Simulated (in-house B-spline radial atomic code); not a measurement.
# Mo in a hard spherical wall

Wanted: the cost of confining Mo, radius by radius. More than one configuration is followed.

Method: scalar-relativistic (spin-free one-electron X2C) Hartree-Fock, spin-polarised, average of configuration, Fermi nucleus, basis-set limit. Code: in-house B-spline radial atomic code version 1.

**1. The system**

- element: molybdenum (Z = 42)
- charge: 0
- electrons: 42
- configuration: [Kr] 4d5 5s1
- Hamiltonian: scalar-relativistic (X2C)
- nucleus: Fermi, rms radius 4.409 fm

The outer shells:

[Kr] 4d5 5s1
```
[Kr] core
4d [↑ ][↑ ][↑ ][↑ ][↑ ]
5s [↑ ]
```

Where spins are not typed, each open shell is filled with up spins first.

Settings of the run:

```ini
Z = 42
electrons = 42.0
configuration = [Kr] 4d5 5s1
hamiltonian = x2c
method = hf
spin_polarised = True
nucleus = fermi
rms_radius = 4.4091
mass_number = 98
atomic_mass = 97.905403609
speed_of_light = 137.035999084
```

From the earlier run of the reference: total energy -4046.242170 hartree. Levels, eight at most:

```csv
orbital,occupation,energy (eV),<r> (bohr)
3d up,5,-249.63,0.4136
3d down,5,-248.32,0.4143
4s up,1,-81.881,1.126
4s down,1,-75.884,1.108
4p up,3,-51.681,1.263
4p down,3,-43.662,1.233
4d up,5,-9.359,1.908
5s up,1,-6.484,3.677
```

**2. Wall at 4.78 bohr, configuration [Kr] 4d5 5s1**

Changes to the settings of step 1:

```diff
@@ -11 +11,2 @@
 speed_of_light = 137.035999084
+wall_radius = 4.78
```

Results of the run (chosen fields of its result record, rounded):

```text
{
  "status": "converged",
  "scf [iteration, energy, orbital gradient]": [
    [1, -4045.13162668, 0.485],
    [2, -4045.82068936, 0.11],
    [3, -4046.04732679, 0.025],
    [4, -4046.05957563, 0.00574],
    [5, -4046.06025616, 0.00299],
    [6, -4046.06045684, 0.000435],
    [7, -4046.06046083, 8.07e-05],
    [8, -4046.06046098, 6.96e-06],
    [9, -4046.06046098, 8.97e-07],
    [10, -4046.06046098, 4.81e-07],
    [11, -4046.06046098, 2.47e-08]
  ],
  "energy [hartree]": {"total": -4046.06046098, "kinetic": 4197.91835149, "nuclear": -9788.5231919, "coulomb": 1667.50170009, "exact_exchange": -122.957320658},
  "orbitals [hartree, bohr; first row names the columns]": [
    ["name", "occ", "eps", "<r>"],
    ["1s up", 1.0, -738.7705, 0.03466],
    ["1s down", 1.0, -738.76994, 0.03466],
    ["2s up", 1.0, -106.99661, 0.15299],
    ["2s down", 1.0, -106.96028, 0.15297],
    ["2p up", 3.0, -95.424738, 0.13379],
    ["2p down", 3.0, -95.392374, 0.13375],
    ["3s up", 1.0, -19.286448, 0.426],
    ["3s down", 1.0, -19.2648, 0.42604],
    ["3p up", 3.0, -15.381726, 0.42825],
    ["3p down", 3.0, -15.360773, 0.42809],
    ["3d up", 5.0, -9.038454, 0.41366],
    ["3d down", 5.0, -8.9883241, 0.41437],
    ["4s up", 1.0, -2.8939847, 1.1268],
    ["4s down", 1.0, -2.6579928, 1.1106],
    ["4p up", 3.0, -1.7849077, 1.2722],
    ["4p down", 3.0, -1.4770027, 1.2375],
    ["4d up", 5.0, -0.24369526, 1.8184],
    ["5s up", 1.0, -0.098593354, 2.7151]
  ],
  "sum_r [bohr^k]": {"-1": 236.2432, "1": 30.3127, "2": 45.01104},
  "energy_minus_base [hartree]": 0.181709227
}
```

Run time: 0.23 s. Hardware: 1 thread, shared host.

energy_minus_base is the energy less that of the reference run.

**3. Wall at 2.72 bohr, configuration [Kr] 4d5 5s1**

Changes to the settings of step 2:

```diff
@@ -11,2 +11,2 @@
 speed_of_light = 137.035999084
-wall_radius = 4.78
+wall_radius = 2.72
```

Main fields:

```text
{
  "status": "converged",
  "scf [iteration, energy, orbital gradient]": [
    [1, -4042.59931606, 0.483],
    [2, -4042.9225753, 0.0601],
    [3, -4042.95417039, 0.0182],
    [4, -4042.95675688, 0.00585],
    [5, -4042.95700798, 0.00195],
    [6, -4042.95704773, 0.000166],
    [7, -4042.95704874, 6.24e-05],
    [8, -4042.95704882, 4.5e-06],
    [9, -4042.95704882, 2.03e-07]
  ],
  "energy [hartree]": {"total": -4042.95704882, "kinetic": 4209.61231462, "nuclear": -9829.4155533, "coulomb": 1701.11867692, "exact_exchange": -124.272487069},
  "orbitals [hartree, bohr; first row names the columns]": [
    ["name", "occ", "eps", "<r>"],
    ["1s up", 1.0, -737.81771, 0.034659],
    ["1s down", 1.0, -737.80446, 0.03466],
    ["2s up", 1.0, -106.06836, 0.15299],
    ["2s down", 1.0, -106.00023, 0.15298],
    ["2p up", 3.0, -94.486751, 0.13381],
    ["2p down", 3.0, -94.430628, 0.13376],
    ["3s up", 1.0, -18.425276, 0.42627],
    ["3s down", 1.0, -18.36802, 0.42662],
    ["3p up", 3.0, -14.510327, 0.4291],
    ["3p down", 3.0, -14.464942, 0.42886],
    ["3d up", 5.0, -8.1704631, 0.41486],
    ["3d down", 5.0, -8.0871156, 0.41582],
    ["4s up", 1.0, -2.3256386, 1.1289],
    ["4s down", 1.0, -1.9438556, 1.1251],
    ["4p up", 3.0, -1.2256426, 1.2428],
    ["4p down", 3.0, -0.78598052, 1.2277],
    ["4d up", 5.0, 0.42762281, 1.4278],
    ["5s up", 1.0, 1.5052903, 1.684]
  ],
  "sum_r [bohr^k]": {"-1": 237.2184, "1": 27.24628, "2": 31.50675},
  "energy_minus_base [hartree]": 3.28512139
}
```

Run time: 0.18 s. Hardware: 1 thread, shared host.

**4. Wall at 4.78 bohr, configuration [Kr] 4d5 5d1**

Settings of the run:

```ini
Z = 42
electrons = 42.0
configuration = [Kr] 4d5 5d1
hamiltonian = x2c
method = hf
spin_polarised = True
nucleus = fermi
rms_radius = 4.4091
mass_number = 98
atomic_mass = 97.905403609
speed_of_light = 137.035999084
wall_radius = 4.78
```

Main fields:

```text
{
  "status": "converged",
  "scf [iteration, energy, orbital gradient]": [
    [1, -4044.50017279, 0.485],
    [2, -4045.08996801, 0.11],
    [3, -4045.34747029, 0.0229],
    [4, -4045.35843073, 0.00505],
    [5, -4045.35893328, 0.00264],
    [6, -4045.3590949, 0.000514],
    [7, -4045.35909914, 0.000109],
    [8, -4045.35909937, 1.15e-05],
    [9, -4045.35909937, 2.88e-06],
    [10, -4045.35909937, 5.06e-07],
    [11, -4045.35909937, 2.34e-08]
  ],
  "energy [hartree]": {"total": -4045.35909937, "kinetic": 4198.41127602, "nuclear": -9789.17236535, "coulomb": 1668.22301754, "exact_exchange": -122.821027582},
  "orbitals [hartree, bohr; first row names the columns]": [
    ["name", "occ", "eps", "<r>"],
    ["1s up", 1.0, -738.74313, 0.03466],
    ["1s down", 1.0, -738.74584, 0.03466],
    ["2s up", 1.0, -106.96313, 0.15299],
    ["2s down", 1.0, -106.92597, 0.15297],
    ["2p up", 3.0, -95.394714, 0.13379],
    ["2p down", 3.0, -95.358687, 0.13375],
    ["3s up", 1.0, -19.253462, 0.42617],
    ["3s down", 1.0, -19.236774, 0.42608],
    ["3p up", 3.0, -15.354224, 0.4283],
    ["3p down", 3.0, -15.332659, 0.42815],
    ["3d up", 5.0, -9.0148938, 0.41365],
    ["3d down", 5.0, -8.9592523, 0.41447],
    ["4s up", 1.0, -2.8778398, 1.1338],
    ["4s down", 1.0, -2.6383225, 1.1143],
    ["4p up", 3.0, -1.7875185, 1.2675],
    ["4p down", 3.0, -1.4628298, 1.2447],
    ["4d up", 5.0, -0.24722943, 1.8059],
    ["5d up", 1.0, 0.606135, 2.8989]
  ],
  "sum_r [bohr^k]": {"-1": 236.2579, "1": 30.45316, "2": 46.33994},
  "energy_minus_base [hartree]": 0.883070832
}
```

Run time: 0.24 s. Hardware: 1 thread, shared host.

**5. Wall at 2.72 bohr, configuration [Kr] 4d5 5d1**

Changes to the settings of step 4:

```diff
@@ -11,2 +11,2 @@
 speed_of_light = 137.035999084
-wall_radius = 4.78
+wall_radius = 2.72
```

Main fields:

```text
{
  "status": "converged",
  "scf [iteration, energy, orbital gradient]": [
    [1, -4040.8158231, 0.484],
    [2, -4041.12927283, 0.0627],
    [3, -4041.15893597, 0.0187],
    [4, -4041.16123358, 0.00604],
    [5, -4041.16145411, 0.0019],
    [6, -4041.16148634, 0.000182],
    [7, -4041.16148709, 4.59e-05],
    [8, -4041.16148714, 6.12e-06],
    [9, -4041.16148714, 5.54e-07],
    [10, -4041.16148714, 4.63e-08]
  ],
  "energy [hartree]": {"total": -4041.16148714, "kinetic": 4210.07165864, "nuclear": -9830.38584789, "coulomb": 1703.11730104, "exact_exchange": -123.964598931},
  "orbitals [hartree, bohr; first row names the columns]": [
    ["name", "occ", "eps", "<r>"],
    ["1s up", 1.0, -737.74959, 0.034659],
    ["1s down", 1.0, -737.75079, 0.034659],
    ["2s up", 1.0, -105.98051, 0.15302],
    ["2s down", 1.0, -105.91271, 0.15298],
    ["2p up", 3.0, -94.411589, 0.13383],
    ["2p down", 3.0, -94.345161, 0.13376],
    ["3s up", 1.0, -18.338186, 0.42691],
    ["3s down", 1.0, -18.303831, 0.42677],
    ["3p up", 3.0, -14.443234, 0.4293],
    ["3p down", 3.0, -14.400611, 0.42905],
    ["3d up", 5.0, -8.1159277, 0.41492],
    ["3d down", 5.0, -8.0185593, 0.4162],
    ["4s up", 1.0, -2.2588708, 1.1418],
    ["4s down", 1.0, -1.9065275, 1.1298],
    ["4p up", 3.0, -1.1973596, 1.2399],
    ["4p down", 3.0, -0.75545632, 1.2337],
    ["4d up", 5.0, 0.44560397, 1.4272],
    ["5d up", 1.0, 3.296883, 1.5738]
  ],
  "sum_r [bohr^k]": {"-1": 237.2385, "1": 27.16473, "2": 31.32068},
  "energy_minus_base [hartree]": 5.08068307
}
```

Run time: 0.23 s. Hardware: 1 thread, shared host.

**6. Wall at 4.78 bohr, configuration [Kr] 4d4 5s1 5f1**

Settings of the run:

```ini
Z = 42
electrons = 42.0
configuration = [Kr] 4d4 5s1 5f1
hamiltonian = x2c
method = hf
spin_polarised = True
nucleus = fermi
rms_radius = 4.4091
mass_number = 98
atomic_mass = 97.905403609
speed_of_light = 137.035999084
wall_radius = 4.78
```

Main fields:

```text
{
  "status": "converged",
  "scf [iteration, energy, orbital gradient]": [
    [1, -4043.44103274, 0.485],
    [2, -4044.14959839, 0.111],
    [3, -4044.38160741, 0.0253],
    [4, -4044.39403047, 0.00583],
    [5, -4044.39467862, 0.00313],
    [6, -4044.39487925, 0.000386],
    [7, -4044.39488226, 7.15e-05],
    [8, -4044.39488238, 7.1e-06],
    [9, -4044.39488238, 6.51e-07],
    [10, -4044.39488238, 4.5e-07],
    [11, -4044.39488238, 2.26e-08]
  ],
  "energy [hartree]": {"total": -4044.39488238, "kinetic": 4198.80897851, "nuclear": -9784.97112533, "coulomb": 1664.09028014, "exact_exchange": -122.323015702},
  "orbitals [hartree, bohr; first row names the columns]": [
    ["name", "occ", "eps", "<r>"],
    ["1s up", 1.0, -738.85734, 0.03466],
    ["1s down", 1.0, -738.85647, 0.03466],
    ["2s up", 1.0, -107.08151, 0.15298],
    ["2s down", 1.0, -107.05048, 0.15297],
    ["2p up", 3.0, -95.509891, 0.13378],
    ["2p down", 3.0, -95.48263, 0.13375],
    ["3s up", 1.0, -19.360101, 0.42593],
    ["3s down", 1.0, -19.339431, 0.42594],
    ["3p up", 3.0, -15.455248, 0.42816],
    ["3p down", 3.0, -15.43554, 0.42796],
    ["3d up", 5.0, -9.1097472, 0.41394],
    ["3d down", 5.0, -9.0650742, 0.41413],
    ["4s up", 1.0, -2.9377549, 1.1223],
    ["4s down", 1.0, -2.7214142, 1.1089],
    ["4p up", 3.0, -1.8147966, 1.2625],
    ["4p down", 3.0, -1.5379833, 1.2338],
    ["4d up", 4.0, -0.29418901, 1.7744],
    ["5s up", 1.0, -0.11023905, 2.7066],
    ["5f up", 1.0, 1.4462468, 2.5254]
  ],
  "sum_r [bohr^k]": {"-1": 236.1587, "1": 30.78803, "2": 47.88479},
  "energy_minus_base [hartree]": 1.84728782
}
```

Run time: 0.29 s. Hardware: 1 thread, shared host.

**7. Wall at 2.72 bohr, configuration [Kr] 4d4 5s1 5f1**

Changes to the settings of step 6:

```diff
@@ -11,2 +11,2 @@
 speed_of_light = 137.035999084
-wall_radius = 4.78
+wall_radius = 2.72
```

Main fields:

```text
{
  "status": "converged",
  "scf [iteration, energy, orbital gradient]": [
    [1, -4038.43866199, 0.483],
    [2, -4038.76809286, 0.0647],
    [3, -4038.80040756, 0.0189],
    [4, -4038.80293179, 0.00609],
    [5, -4038.80315938, 0.00197],
    [6, -4038.80319592, 0.000201],
    [7, -4038.80319657, 3.53e-05],
    [8, -4038.8031966, 5.26e-06],
    [9, -4038.8031966, 3.1e-07]
  ],
  "energy [hartree]": {"total": -4038.8031966, "kinetic": 4212.5152845, "nuclear": -9828.84965387, "coulomb": 1700.85497035, "exact_exchange": -123.323797575},
  "orbitals [hartree, bohr; first row names the columns]": [
    ["name", "occ", "eps", "<r>"],
    ["1s up", 1.0, -737.83145, 0.034659],
    ["1s down", 1.0, -737.81784, 0.03466],
    ["2s up", 1.0, -106.06568, 0.15298],
    ["2s down", 1.0, -106.00872, 0.15297],
    ["2p up", 3.0, -94.486337, 0.13379],
    ["2p down", 3.0, -94.441018, 0.13375],
    ["3s up", 1.0, -18.394523, 0.42634],
    ["3s down", 1.0, -18.329939, 0.42648],
    ["3p up", 3.0, -14.481555, 0.42923],
    ["3p down", 3.0, -14.427908, 0.4287],
    ["3d up", 5.0, -8.1419935, 0.41602],
    ["3d down", 5.0, -8.0565354, 0.41552],
    ["4s up", 1.0, -2.2903526, 1.1273],
    ["4s down", 1.0, -1.9438499, 1.1299],
    ["4p up", 3.0, -1.1757124, 1.2412],
    ["4p down", 3.0, -0.79341495, 1.2325],
    ["4d up", 4.0, 0.43477943, 1.4268],
    ["5s up", 1.0, 1.5045892, 1.6886],
    ["5f up", 1.0, 4.5771079, 1.4624]
  ],
  "sum_r [bohr^k]": {"-1": 237.2049, "1": 27.29903, "2": 31.86229},
  "energy_minus_base [hartree]": 7.43897361
}
```

Wall time 0.23 s (1 thread, shared host).

**8. Results against the radius**

| configuration | radius (bohr) | energy above the free system (eV) | highest level (eV) |
| --- | --- | --- | --- |
| [Kr] 4d5 5s1 | 4.78 | 4.945 | -2.683 (5s up) |
| [Kr] 4d5 5s1 | 2.72 | 89.393 | 40.961 (5s up) |
| [Kr] 4d5 5d1 | 4.78 | 24.030 | 16.494 (5d up) |
| [Kr] 4d5 5d1 | 2.72 | 138.25 | 89.713 (5d up) |
| [Kr] 4d4 5s1 5f1 | 4.78 | 50.267 | 39.354 (5f up) |
| [Kr] 4d4 5s1 5f1 | 2.72 | 202.42 | 124.55 (5f up) |

For [Kr] 4d5 5s1 the energy above the free reference is 4.945 eV at 4.78 bohr and 89.393 eV at 2.72 bohr. Its highest level passes zero between 4.78 and 2.72 bohr; in smaller spheres the level is positive, pushed up by confinement, and the wall keeps the electron in. Of [Kr] 4d5 5s1 and [Kr] 4d5 5d1, the first stays lower at every radius that both share. At 2.72 bohr the lowest of all 3 is [Kr] 4d5 5s1. A hard wall is a crude model of an atom's surroundings.
